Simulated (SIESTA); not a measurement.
# NiMoIrPdW in SIESTA: the effect of functional

NiMoIrPdW:

```
CELL_PARAMETERS angstrom
4.11705 0.00000 0.00000
-2.05853 3.56547 0.00000
0.00000 0.00000 5.44580
ATOMIC_POSITIONS crystal
Ni 0.00000 0.00000 0.95775
Mo 0.66667 0.33333 0.96161
Pd 0.66667 0.33333 0.46295
Ir 0.33333 0.66667 0.72572
W 0.33333 0.66667 0.23642
```

The cell was built by a generator and needn't be a form met in nature.

Alike in all runs:

* Program: SIESTA 5.4.2
* Task: band structure
* Basis: DZP (energy shift 0.003 Ry; two zetas on semicore shells)
* Grid cutoff: 800 Ry
* Energy shift: 0.003 Ry
* k mesh: 8 × 8 × 5
* Occupations: fermi-dirac, width 0.05 eV
* Spin: collinear spin, ferromagnetic start
* Starting moments: [1.0, 1.0, 0.0, 0.6, 0.0] μB

| functional | potentials or basis | pressure (GPa) | largest force (eV/Å) |
| --- | --- | --- | --- |
| LDA | PseudoDojo 0.4 standard (LDA files) | -10.5 | 0.07 |
| PBE | PseudoDojo 0.4 standard (PBE files) | ? | ? |
| RPBE | PseudoDojo 0.4 standard (PBE files) | 6.3 | 0.15 |
| BLYP | PseudoDojo 0.4 standard (PBE files) | 12.0 | 0.27 |

Q: What does the run with functional PBE give?

A: Pressure 2.7 GPa; largest force 0.13 eV/Å.

Caveats: short orbitals over semicore shells can move pressures by several GPa; the basis of atomic orbitals isn't converged, which shifts pressures, moduli and gaps; the potentials were made for another functional, which shifts forces and pressure (some runs).
